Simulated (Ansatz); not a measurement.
# NaH6Rh: the cost of one run

Computed with Ansatz 0.2.0 (DFT PBE, scalar-relativistic, plane waves, PAW, unless a step's input says otherwise).

1 further run of the same task is left out (it didn't finish).

### Step 1. Starting point

It takes space group Pm-3 (No. 200, cubic). Conventional cell: a = 4.406 Å, b = 4.406 Å, c = 4.406 Å, α = 90.00°, β = 90.00°, γ = 90.00°. Na (site symmetry m-3) is surrounded by 12 H at 2.46 Å. Around H (site symmetry mm2) lie 2 H at 2.20 Å and 2 Na at 2.46 Å and 2 Rh at 2.46 Å. Rh (site symmetry m-3) is surrounded by 12 H at 2.46 Å.

Structure file:

```cif
data_structure
_symmetry_space_group_name_H-M 'P 1'
_symmetry_Int_Tables_number 1
_cell_length_a 4.4056
_cell_length_b 4.4056
_cell_length_c 4.4056
_cell_angle_alpha 90.000
_cell_angle_beta 90.000
_cell_angle_gamma 90.000
_cell_volume 85.51
loop_
_atom_site_label
_atom_site_type_symbol
_atom_site_fract_x
_atom_site_fract_y
_atom_site_fract_z
_atom_site_occupancy
Na1 Na 0.50000 0.50000 0.50000 1
H1 H 0.00000 0.50000 0.74995 1
H2 H 0.50000 0.25005 0.00000 1
H3 H 0.74995 0.00000 0.50000 1
H4 H 0.00000 0.50000 0.25005 1
H5 H 0.50000 0.74995 0.00000 1
H6 H 0.25005 0.00000 0.50000 1
Rh1 Rh 0.00000 0.00000 0.00000 1
```

The cell is invented: species swapped into a database cell of Nb6AlGe (Pm-3, No. 200), with Na on the Al sites, H on the Nb sites and Rh on the Ge sites. Its size is a rough estimate.

### Step 2. A first look at the guess

Input file input.yaml:

```yaml
crystal:
  lattice:
    - [4.40556094, 0.0, 0.0]
    - [0.0, 4.40556094, 0.0]
    - [0.0, 0.0, 4.40556094]
  atoms:
    - { symbol: Na, position: [0.5, 0.5, 0.5] }
    - { symbol: H, position: [0.0, 0.5, 0.74994999] }
    - { symbol: H, position: [0.5, 0.25005001, 0.0] }
    - { symbol: H, position: [0.74994999, 0.0, 0.5] }
    - { symbol: H, position: [0.0, 0.5, 0.25005001] }
    - { symbol: H, position: [0.5, 0.74994999, 0.0] }
    - { symbol: H, position: [0.25005001, 0.0, 0.5] }
    - { symbol: Rh, position: [0.0, 0.0, 0.0] }
basis:
  ecutwfc: 420
kpoints:
  mp_grid: { grid: [4, 4, 4] }
hamiltonian:
  xc: pbe
scf:
  occupations: { method: gaussian, width: 0.1 }
  lower_state_search: "off"
output:
  forces: true
  stress: true
  eigenvalues: true
```

Started as:

```sh
$ ansatz run input.yaml --threads 1 --pin off --max-ram 2048MiB --backend cpu --events-out ev --progress --plain --runs-dir out
```

**Question.** How long does this run take on 1 thread of Arm Neoverse V2, shared host, and how much memory does it need?

About 1.2 s, with a peak of 0.3 GiB.
